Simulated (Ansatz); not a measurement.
The system is Tl3S.

```
Tl S
1.0
    -2.35097    2.35097    5.14280
     2.35097   -2.35097    5.14280
     2.35097    2.35097   -5.14280
Tl S
3 1
Direct
  0.50000 0.50000 0.00000
  0.25000 0.75000 0.50000
  0.75000 0.25000 0.50000
  0.00000 0.00000 0.00000
```

The cell comes from a database or a generator and needn't be the stable form of this composition.

| Item | Value |
| --- | --- |
| Program | Ansatz 0.2.0 |
| Task | relaxation of cell and atoms |
| Functional | PBE |
| Dispersion | D4 |
| Potentials or basis | Ansatz PAW |
| Cutoff | 420 eV (not typed: the program's choice for these potentials) |
| k mesh | 8 × 8 × 8 |
| Occupations | fermi-dirac, width 0.05 eV |
| Spin | no spin polarisation |

At the start: volume 28.42 Å³/atom.

Problem. Where does the relaxation end?

Solution. It ends after 4 steps and the volume is 26.96 Å³/atom (-5.2 %); space group I4/mmm (No. 139, to 0.05 Å).

Step by step:
| step | energy change (eV) | largest force (eV/Å) | volume (Å³) |
| --- | --- | --- | --- |
| 1 | 0.0000 | 0.0000 | 113.70 |
| 2 | -0.0320 | 0.0000 | 108.80 |
| 3 | -0.0330 | 0.0000 | 107.83 |
| 4 | -0.0317 | 0.0000 | 107.83 |

Final structure:
```xyz
4
Lattice="-2.3093 2.3093 5.0548 2.3093 -2.3093 5.0548 2.3093 2.3093 -5.0548" Properties=species:S:1:pos:R:3 pbc="T T T"
Tl    0.0000    0.0000    5.0548
Tl    2.3093    0.0000    2.5274
Tl    0.0000    2.3093    2.5274
S     0.0000    0.0000    0.0000
```

Caveat: the plane-wave basis is chosen anew once the cell has moved, so the energies of steps on either side of that aren't comparable; pairwise dispersion overbinds metals, which lowers pressure and volume.
